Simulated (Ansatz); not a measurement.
Cd2S in Ansatz: the effect of functional

Crystal: Cd2S.

```
Cd S
1.0
     3.93607    0.00000    0.00000
    -1.96804    3.40874    0.00000
     0.00000    0.00000    5.77020
Cd S
2 1
Direct
  0.33333 0.66667 0.93272
  0.66667 0.33333 0.57873
  0.33333 0.66667 0.36571
```

The cell comes from a database or a generator and needn't be the stable form of this composition.

The cell isn't the ideal one: volume scaled by 0.98.

Alike in all runs:

| Item | Value |
| --- | --- |
| Program | Ansatz 0.2.0 |
| Task | single point |
| Potentials or basis | Ansatz PAW |
| k mesh | 8 × 8 × 5 |
| Occupations | fermi-dirac, width 0.05 eV |
| Spin | no spin polarisation |

```csv
functional,cutoff,gap on the mesh (eV),pressure (GPa),largest force (eV/Å)
LDA,420 eV (not typed: the program's choice for these potentials),?,?,?
PBEsol,420 eV (not typed: the program's choice for these potentials),0.21,-2.2,0.08
r2SCAN,500 eV (not typed: the program's choice for these potentials),0.29,-0.8,0.05
```

Q: What does the run with functional LDA give?

A: gap on the mesh 0.23 eV; pressure -4.2 GPa; largest force 0.13 eV/Å.

Caveats: odd divisions of the mesh miss points on the zone boundary, where band edges often lie, so the gap on the mesh can be too wide; the PAW data sets come from PBE, with cores solved anew for the run's functional, which leaves a small shift of forces and pressure.

A k mesh can miss the band edges.

Runs at the PBE level aren't shown here.
